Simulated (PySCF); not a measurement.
# NiN+: bond curves at several levels of theory

One job finds the state of NiN+, follows it along the bond with each method and fits the curves.

Method: Ni def2-TZVPPD, N def2-TZVPPD, no relativity; program: PySCF 2.14.0.

### 1 Input

Settings of the job:

```
atoms                         : Ni, N
charge                        : 1
basis                         : Ni def2-TZVPPD, N def2-TZVPPD
Hamiltonian                   : no relativity
basis functions               : 104
electrons treated             : 34
masses in u                   : 57.9353, 14.0031
levels                        : PBE0, PBE, r²SCAN, LDA, BHandHLYP, r²SCAN0, M06-L, BLYP, HSE06, HF, MP2, SCS-MP2
grid                          : 80 radial by 434 angular points
occupations                   : held fixed by the projection of orbital angular momentum
dissociation limit            : Ni+ + N, each in its ground configuration
starting distance in angstrom : 1.810
values of 2S to try           : 0, 2, 4, 6
```

Launch:

```bash
OMP_NUM_THREADS=2 python dia.py task.json out
```

The runs that follow: The PBE0 curve of the state that the search chose; Higher solutions at PBE0; PBE (GGA); r²SCAN; LDA; BHandHLYP; r²SCAN0 (hybrid meta-GGA); M06-L (meta-GGA); BLYP; HSE06; UHF (mean field).

**Question.** What will these runs give? Wanted: for each run, Re; ωe; De; μ.

**Answer**, as computed:

Lowest PBE0 solution found, without spin–orbit coupling: ⁵Δ (quintet), unpaired electrons σ ↑, π ↑↑, δ ↑. State 2 has its PBE0 minimum 0.18 eV higher, as a spin-mixed determinant (⟨S²⟩ = 2.72), so this is no gap between pure states. State 3 has its PBE0 minimum 0.28 eV higher, as a spin-mixed determinant (⟨S²⟩ = 2.84), so this is no gap between pure states. State 4 has its PBE0 minimum 0.29 eV higher, as a spin-mixed determinant (⟨S²⟩ = 3.03), so this is no gap between pure states. The other levels ran on the lowest alone.

```csv
level,Re (Å),ωe (cm⁻¹),De (eV),μ (D)
UHF,2.381,152.7,0.162,-1.29
UHF-MP2,1.819,396,0.65,n/a
UHF-SCS-MP2,1.899,321,0.497,n/a
LDA,1.712,683,2.48,-2.42
PBE,1.761,609,1.97,-2.49
BLYP,1.779,587,1.88,-2.42
r²SCAN,1.767,597,1.81,-2.66
M06-L,1.778,583,1.64,-2.65
PBE0,1.802,540,1.24,-2.45
r²SCAN0,1.809,534,1.17,-2.55
HSE06,1.802,539,1.26,-2.43
BHandHLYP,1.885,406,0.70,-1.92
```

De is counted to Ni+ + N in their ground configurations. A positive dipole points from Ni to N; in an ion it is taken about the centre of mass and does not tell which atom is negative.

What this shows: The methods spread over 0.669 Å in bond length, from LDA to UHF. Among the levels with a De in the table, it runs from 0.162 eV (UHF) to 2.48 eV (LDA).

Correlated steps freeze 6 core orbitals. With d or f electrons several states lie close, and the lowest PBE0 determinant need not be the measured ground state. At some levels the lowest empty orbital lies below the highest filled one (the two can be of opposite spin).
